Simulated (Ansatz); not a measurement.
# CHGeP: the cost of one run

Computed with Ansatz 0.2.0, Gaussian basis. Level: the settings change from run to run.

28 further runs of the same task are left out: 4 for a mislabelled method, 8 that didn't finish, 16 set aside as unsound or not needed.

## (1) The geometry

The geometry is a PBE0/def2-TZVP stationary point (not a proven minimum). No spin-orbit coupling is included. The filled d shell of Ge may be among the frozen orbitals whatever the setting's name suggests; the logs give the count.

4 atoms, charge 0, spin multiplicity 3.

Atoms are counted from 1 here; the program's logs count them from 0.

Bond lengths: C1–P2 1.655 Å, P2–Ge3 2.229 Å, Ge3–H4 1.554 Å. Angles: C1–P2–Ge3 111.8°, P2–Ge3–H4 113.9°.

## (2) BCCD on UHF/cc-pVDZ

in.yaml

```yaml
crystal:
  periodic: [false, false, false]
  atoms:
    - {symbol: C, position_ang: [0.000000, -0.784213, 2.275657]}
    - {symbol: P, position_ang: [0.000000, 0.518760, 1.254642]}
    - {symbol: Ge, position_ang: [0.000000, -0.106539, -0.885057]}
    - {symbol: H, position_ang: [0.000000, 1.081369, -1.887679]}
basis:
  gaussian: {orbitals: cc-pVDZ}
magnetization: {spin_polarized: true, initial_magnetization: 2}
correlation: {method: bccd, electrons: outside_noble_gas, diis_vectors: 12}
accuracy: high
scf: {lower_state_search: off}
output: {forces: true}
```

The run is started by

```bash
> ansatz run in.yaml --threads 1 --pin off --events-out ev --progress --plain --max-ram 2393MiB
```

What time and memory should one allow on 1 thread of Arm Neoverse V2, shared host?

About 32 s, with a peak of 0.46 GiB.
